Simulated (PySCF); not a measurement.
# PmH₇O₇ (-4): ligand-field states

What do calculations give for the ligand-field states of PmH₇O₇ (-4)?

Computed with PySCF 2.14.0 and routines of our own; the level stands in each step. Atoms count from 0.

### 1 The starting structure

15 atoms, charge -4, states of the metal's open shell are computed; geometry from: model geometry, bond lengths from ionic radii.

### 2 Ligand-field states: state-averaged CASSCF in water

What the job is given:

```
{"job": {"kind": "lf", "basis": {"metal": "x2c-TZVPall", "ligand": "x2c-SVPall"}, "nevpt": false, "solvent": "water"}, "charge": -4, "metal": "Pm", "open_shell": "f4"}
Pm     0.000000     0.000000     0.000000
O      0.000000     0.000000     2.400000
H      0.800000     0.000000     2.940000
O      0.000000     0.000000    -2.400000
H     -0.800000     0.000000    -2.940000
O      2.400000     0.000000     0.000000
H      2.940000     0.800000     0.000000
O      0.741641     2.282536     0.000000
H      0.147665     3.043320     0.000000
O     -1.941641     1.410685     0.000000
H     -2.848738     1.080875     0.000000
O     -1.941641    -1.410685     0.000000
H     -1.908282    -2.375302     0.000000
O      0.741641    -2.282536     0.000000
H      1.669355    -2.548893     0.000000
```

With the program's defaults for keys left out, this is: state-averaged CASSCF of the metal f shell, state-interaction spin-orbit coupling.

On the command line:

```sh
$ OMP_NUM_THREADS=1 python lf_run.py task.json out
```

One launch serves the whole session: the jobs run in the order shown.

The program printed:

```text
basis functions 237, electrons 128, active (4e, 7o)
stage 1: DIIS on the effective Fock matrix, level shift 0.30
cycle   1  E = -10529.2936213264  dE = -1.053e+04  max|g| = 4.881e+00
cycle   2  E = -10525.2514719224  dE =  4.042e+00  max|g| = 5.123e+00
cycle   3  E = -10505.6483892863  dE =  1.960e+01  max|g| = 3.656e+00
cycle   4  E = -10542.4298670299  dE = -3.678e+01  max|g| = 1.425e+00
cycle   5  E = -10542.1597996161  dE =  2.701e-01  max|g| = 1.284e+00
cycle   6  E = -10543.7592975340  dE = -1.599e+00  max|g| = 7.778e-01
cycle   7  E = -10544.3575653551  dE = -5.983e-01  max|g| = 3.471e-01
cycle   8  E = -10544.3392823974  dE =  1.828e-02  max|g| = 3.079e-01
cycle   9  E = -10544.2924336005  dE =  4.685e-02  max|g| = 3.674e-01
cycle  10  E = -10544.2257387995  dE =  6.669e-02  max|g| = 4.828e-01
cycle  11  E = -10544.0622416123  dE =  1.635e-01  max|g| = 6.902e-01
cycle  12  E = -10543.7088697004  dE =  3.534e-01  max|g| = 1.073e+00
cycle  13  E = -10543.4316048082  dE =  2.773e-01  max|g| = 9.393e-01
cycle  14  E = -10543.2439887330  dE =  1.876e-01  max|g| = 1.057e+00
cycle  15  E = -10542.4975953813  dE =  7.464e-01  max|g| = 2.432e+00
stage 2: quasi-Newton rotations from the point of smallest gradient
cycle  17  E = -10544.4509123561  dE = -1.116e-01  max|g| = 1.899e-01
cycle  18  E = -10544.5626077920  dE = -1.117e-01  max|g| = 3.873e-01
cycle  20  E = -10544.7616539187  dE = -1.990e-01  max|g| = 3.816e-01
cycle  21  E = -10544.9714946310  dE = -2.098e-01  max|g| = 3.272e-01
cycle  23  E = -10545.0790009601  dE = -1.075e-01  max|g| = 1.777e-01
cycle  24  E = -10545.0964309599  dE = -1.743e-02  max|g| = 7.731e-02
cycle  25  E = -10545.1026095898  dE = -6.179e-03  max|g| = 3.381e-02
cycle  26  E = -10545.1033264854  dE = -7.169e-04  max|g| = 7.874e-03
cycle  27  E = -10545.1034266487  dE = -1.002e-04  max|g| = 6.173e-03
cycle  28  E = -10545.1034439232  dE = -1.727e-05  max|g| = 1.768e-03
cycle  29  E = -10545.1034466575  dE = -2.734e-06  max|g| = 8.038e-04
cycle  30  E = -10545.1034470351  dE = -3.776e-07  max|g| = 2.123e-04
cycle  31  E = -10545.1034470780  dE = -4.298e-08  max|g| = 8.517e-05
cycle  32  E = -10545.1034470842  dE = -6.188e-09  max|g| = 3.533e-05
cycle  33  E = -10545.1034470857  dE = -1.495e-09  max|g| = 9.977e-06
converged average energy = -10545.1034470857

 mult deg   label        CASSCF/cm-1   NEVPT2/cm-1
   5   1   5I                  0.0
   5   1   5I                  2.5
   5   2   5I                 78.7
   5   2   5I                243.6
   5   2   5I                321.2
   5   1   5I                385.4
   5   1   5I                396.7
   5   1   5I                423.1
   5   2   5I                452.1
   5   2   5F              14778.1
   5   1   5F              14960.5
   5   1   5S              15005.6
   5   1   5F              15039.1
   5   2   5F              15216.1
   5   1   5F              15260.5
   3   1   3K              17774.6
   3   2   3K              17789.8
   3   4   3K              17830.4
   3   2   3K              17881.3
   3   2   3K              17915.6
   3   1   3K              17918.9
   3   1   3K              17921.0
   3   1   3K              17944.0
   3   1   3K              17946.9
   3   2   3H              22433.1
   3   2   3H              22526.1
   3   2   3H              22776.0
   3   1   3H              22948.2
   3   1   3H              22950.6
   3   1   3H              22992.1
   3   1   3H              23009.1
   3   1   3H              23097.7
   5   1   5G              23154.2
   5   2   5G              23289.7
   5   1   5G              23303.1
   5   1   5G              23358.1
   5   2   5G              23705.8
   5   2   5G              23798.3
   3   2   3G              24345.9
   3   1   3L              24418.6
   3   1   3L              24440.1
   3   1   3L              24445.1
   3   1   3G              24456.2
   3   1   3G              24458.5
   3   2   3G              24640.5
   3   2   3L              24703.3
   3   2   3L              24954.5
   3   1   3L              24979.1
   3   1   3G              25008.3
   3   1   3G              25027.5
   3   2   3L              25066.0
   3   2   3L              25152.4
   3   2   3L              25236.9
   3   1   3L              25319.3
   3   1   3L              25324.5
   3   1   3L              25412.2
   3   1   3L              25414.3
   3   1   3D              26874.3
   3   1   3D              26906.7
   3   1   3D              27023.6

spin-orbit levels / cm-1
      0.00  x1  5I 0.32 5I 0.25 5I 0.25
      0.22  x1  5I 0.32 5I 0.25 5I 0.25
    146.25  x1  5I 0.33 5I 0.33 5I 0.17
    146.52  x1  5I 0.33 5I 0.33 5I 0.16
    225.20  x1  5I 0.55 5I 0.14 5I 0.14
    225.37  x1  5I 0.55 5I 0.14 5I 0.14
    260.30  x1  5I 0.42 5I 0.26 5I 0.18
    278.50  x1  5I 0.30 5I 0.29 5I 0.18
    313.74  x1  5I 0.29 5I 0.26 5I 0.22
   1613.65  x1  5I 0.31 5I 0.17 5I 0.15
   1613.73  x1  5I 0.31 5I 0.17 5I 0.15
   1656.27  x1  5I 0.25 5I 0.22 5I 0.13
   1656.29  x1  5I 0.24 5I 0.22 5I 0.13
   1694.40  x1  5I 0.41 5I 0.31 5I 0.16
   1696.02  x1  5I 0.38 5I 0.28 5I 0.17
   1699.88  x1  5I 0.29 5I 0.17 5I 0.15
   1700.80  x1  5I 0.28 5I 0.15 5I 0.14
   1765.04  x1  5I 0.38 5I 0.20 5I 0.17
   1769.64  x1  5I 0.33 5I 0.30 5I 0.20
   1796.25  x1  5I 0.43 5I 0.23 5I 0.20
   3288.56  x1  5I 0.33 5I 0.16 5I 0.15
   3288.67  x1  5I 0.33 5I 0.17 5I 0.15
   3338.90  x1  5I 0.25 5I 0.14 5I 0.13
   3339.08  x1  5I 0.25 5I 0.16 5I 0.13
   3348.47  x1  5I 0.32 5I 0.28 5I 0.14
   3349.10  x1  5I 0.31 5I 0.30 5I 0.13
   3381.17  x1  5I 0.51 5I 0.21 5I 0.18
   3381.21  x1  5I 0.51 5I 0.21 5I 0.18
   3400.68  x1  5I 0.26 5I 0.22 5I 0.19
   3401.30  x1  5I 0.28 5I 0.22 5I 0.19
```

Wall time 84 s (1 thread of AMD EPYC 7R43, shared host); peak memory 0.76 GiB.

Warnings kept with the result: spin Hamiltonian not valid, low-lying orbital states.

In short:

| quantity | value |
| --- | --- |
| spin-orbit constant ζ | 1057 cm⁻¹ |

Powder susceptibility:

```csv
T (K),χT (cm³ K/mol),μ(eff)
2,0.360,1.70
5,0.373,1.73
10,0.394,1.78
20,0.436,1.87
30,0.477,1.95
50,0.557,2.11
75,0.644,2.27
100,0.715,2.39
150,0.812,2.55
200,0.871,2.64
250,0.911,2.70
300,0.944,2.75
```

### 3 Ligand-field states: state-averaged CASSCF (soc bare) in water

Settings changed since step 2:

```diff
@@ -1,2 +1,2 @@
-{"job": {"kind": "lf", "basis": {"metal": "x2c-TZVPall", "ligand": "x2c-SVPall"}, "nevpt": false, "solvent": "water"}, "charge": -4, "metal": "Pm", "open_shell": "f4"}
+{"job": {"kind": "lf", "basis": {"metal": "x2c-TZVPall", "ligand": "x2c-SVPall"}, "nevpt": false, "solvent": "water", "soc": "bare"}, "charge": -4, "metal": "Pm", "open_shell": "f4"}
 Pm     0.000000     0.000000     0.000000
```

Method: state-averaged CASSCF of the metal f shell, state-interaction spin-orbit coupling.

The program printed:

```text
basis functions 237, electrons 128, active (4e, 7o)
stage 1: DIIS on the effective Fock matrix, level shift 0.30
cycle   1  E = -10529.2936213264  dE = -1.053e+04  max|g| = 4.881e+00
cycle   2  E = -10525.2514719223  dE =  4.042e+00  max|g| = 5.123e+00
cycle   3  E = -10505.6483892855  dE =  1.960e+01  max|g| = 3.656e+00
cycle   4  E = -10542.4298670298  dE = -3.678e+01  max|g| = 1.425e+00
cycle   5  E = -10542.1597996178  dE =  2.701e-01  max|g| = 1.284e+00
cycle   6  E = -10543.7592975362  dE = -1.599e+00  max|g| = 7.778e-01
cycle   7  E = -10544.3575653552  dE = -5.983e-01  max|g| = 3.471e-01
cycle   8  E = -10544.3392823968  dE =  1.828e-02  max|g| = 3.079e-01
cycle   9  E = -10544.2924335974  dE =  4.685e-02  max|g| = 3.674e-01
cycle  10  E = -10544.2257387915  dE =  6.669e-02  max|g| = 4.828e-01
cycle  11  E = -10544.0622415855  dE =  1.635e-01  max|g| = 6.902e-01
cycle  12  E = -10543.7088696794  dE =  3.534e-01  max|g| = 1.073e+00
cycle  13  E = -10543.4316047711  dE =  2.773e-01  max|g| = 9.393e-01
cycle  14  E = -10543.2439887371  dE =  1.876e-01  max|g| = 1.057e+00
cycle  15  E = -10542.4975953800  dE =  7.464e-01  max|g| = 2.432e+00
stage 2: quasi-Newton rotations from the point of smallest gradient
cycle  17  E = -10544.4509123551  dE = -1.116e-01  max|g| = 1.899e-01
cycle  18  E = -10544.5626077913  dE = -1.117e-01  max|g| = 3.873e-01
cycle  20  E = -10544.7616539174  dE = -1.990e-01  max|g| = 3.816e-01
cycle  21  E = -10544.9714946304  dE = -2.098e-01  max|g| = 3.272e-01
cycle  23  E = -10545.0790009596  dE = -1.075e-01  max|g| = 1.777e-01
cycle  24  E = -10545.0964309597  dE = -1.743e-02  max|g| = 7.731e-02
cycle  25  E = -10545.1026095897  dE = -6.179e-03  max|g| = 3.381e-02
cycle  26  E = -10545.1033264854  dE = -7.169e-04  max|g| = 7.874e-03
cycle  27  E = -10545.1034266487  dE = -1.002e-04  max|g| = 6.173e-03
cycle  28  E = -10545.1034439232  dE = -1.727e-05  max|g| = 1.768e-03
cycle  29  E = -10545.1034466575  dE = -2.734e-06  max|g| = 8.038e-04
cycle  30  E = -10545.1034470351  dE = -3.776e-07  max|g| = 2.123e-04
cycle  31  E = -10545.1034470780  dE = -4.298e-08  max|g| = 8.517e-05
cycle  32  E = -10545.1034470842  dE = -6.181e-09  max|g| = 3.533e-05
cycle  33  E = -10545.1034470857  dE = -1.501e-09  max|g| = 9.977e-06
converged average energy = -10545.1034470857

 mult deg   label        CASSCF/cm-1   NEVPT2/cm-1
   5   1   5I                  0.0
   5   1   5I                  2.5
   5   2   5I                 78.7
   5   2   5I                243.6
   5   2   5I                321.2
   5   1   5I                385.4
   5   1   5I                396.7
   5   1   5I                423.1
   5   2   5I                452.1
   5   2   5F              14778.1
   5   1   5F              14960.5
   5   1   5S              15005.6
   5   1   5F              15039.1
   5   2   5F              15216.1
   5   1   5F              15260.5
   3   1   3K              17774.6
   3   2   3K              17789.8
   3   4   3K              17830.4
   3   2   3K              17881.3
   3   2   3K              17915.6
   3   1   3K              17918.9
   3   1   3K              17921.0
   3   1   3K              17944.0
   3   1   3K              17946.9
   3   2   3H              22433.1
   3   2   3H              22526.1
   3   2   3H              22776.0
   3   1   3H              22948.2
   3   1   3H              22950.6
   3   1   3H              22992.1
   3   1   3H              23009.1
   3   1   3H              23097.7
   5   1   5G              23154.2
   5   2   5G              23289.7
   5   1   5G              23303.1
   5   1   5G              23358.1
   5   2   5G              23705.8
   5   2   5G              23798.3
   3   2   3G              24345.9
   3   1   3L              24418.6
   3   1   3L              24440.1
   3   1   3L              24445.1
   3   1   3G              24456.2
   3   1   3G              24458.5
   3   2   3G              24640.5
   3   2   3L              24703.3
   3   2   3L              24954.5
   3   1   3L              24979.1
   3   1   3G              25008.3
   3   1   3G              25027.5
   3   2   3L              25066.0
   3   2   3L              25152.4
   3   2   3L              25236.9
   3   1   3L              25319.3
   3   1   3L              25324.5
   3   1   3L              25412.2
   3   1   3L              25414.3
   3   1   3D              26874.3
   3   1   3D              26906.7
   3   1   3D              27023.6

spin-orbit levels / cm-1
      0.00  x1  5I 0.31 5I 0.22 5I 0.22
      0.24  x1  5I 0.31 5I 0.22 5I 0.22
    152.48  x1  5I 0.32 5I 0.28 5I 0.18
    152.87  x1  5I 0.32 5I 0.29 5I 0.16
    246.98  x1  5I 0.58 5I 0.11 5I 0.11
    247.10  x1  5I 0.58 5I 0.11 5I 0.11
    275.58  x1  5I 0.39 5I 0.25 5I 0.17
    295.49  x1  5I 0.28 5I 0.26 5I 0.19
    332.74  x1  5I 0.27 5I 0.25 5I 0.20
   3649.19  x1  5I 0.29 5I 0.19 5I 0.13
   3649.23  x1  5I 0.29 5I 0.19 5I 0.13
   3687.93  x1  5I 0.19 5I 0.18 5I 0.14
   3687.99  x1  5I 0.19 5I 0.18 5I 0.14
   3738.47  x1  5I 0.33 5I 0.19 5I 0.16
   3739.07  x1  5I 0.34 5I 0.18 5I 0.15
   3751.90  x1  5I 0.52 5I 0.32 5I 0.10
   3753.53  x1  5I 0.52 5I 0.32 5I 0.10
   3810.83  x1  5I 0.37 5I 0.19 5I 0.17
   3816.23  x1  5I 0.32 5I 0.30 5I 0.19
   3843.91  x1  5I 0.42 5I 0.22 5I 0.19
   7229.59  x1  5I 0.32 5I 0.16 5I 0.15
   7229.72  x1  5I 0.32 5I 0.16 5I 0.15
   7275.20  x1  5I 0.26 5I 0.23 5I 0.15
   7275.78  x1  5I 0.26 5I 0.22 5I 0.15
   7282.79  x1  5I 0.28 5I 0.18 5I 0.11
   7282.92  x1  5I 0.28 5I 0.17 5I 0.12
   7333.11  x1  5I 0.55 5I 0.18 5I 0.16
   7333.15  x1  5I 0.55 5I 0.18 5I 0.16
   7337.89  x1  5I 0.26 5I 0.20 5I 0.19
   7338.40  x1  5I 0.27 5I 0.20 5I 0.20
```

Wall time 68 s (1 thread of AMD EPYC 7R43, shared host); peak memory 0.9 GiB.

Warnings kept with the result: spin Hamiltonian not valid, low-lying orbital states.

Key values:

| quantity | value |
| --- | --- |
| spin-orbit constant ζ | 2182 cm⁻¹ |

Powder susceptibility:

| T (K) | χT (cm³ K/mol) | μ(eff) |
| --- | --- | --- |
| 2 | 0.403 | 1.80 |
| 20 | 0.476 | 1.95 |
| 100 | 0.739 | 2.43 |
| 300 | 0.922 | 2.72 |

### 4 The runs side by side

From the CASSCF states (cm⁻¹; the spread is that of the fitted one-electron ligand-field levels):

| step | setting | ground state | next state | orbital spread | ζ | μ(eff), 300 K |
| --- | --- | --- | --- | --- | --- | --- |
| 2 | as given | 5I | 5I at 2 | 836 | 1057 | 2.75 |
| 3 | soc bare | 5I | 5I at 2 | 836 | 2182 | 2.72 |

### 5 Outcome

```
                                                         quantity       value
   spin-orbit constant ζ (step 2, state-averaged CASSCF in water)   1057 cm⁻¹
ground multiplicity, μ(eff) at 300 K (step 2, 7 donors at 2.40 Å)  5, 2.75 μB
ground multiplicity, μ(eff) at 300 K (step 3, 7 donors at 2.40 Å)  5, 2.72 μB
```

In step 2, χT goes from 0.36 at 2 K to 0.94 cm³ K/mol at 300 K, as higher levels fill or mix in. The bare spin-orbit operator lacks the screening by other electrons, so its ζ comes out too large.
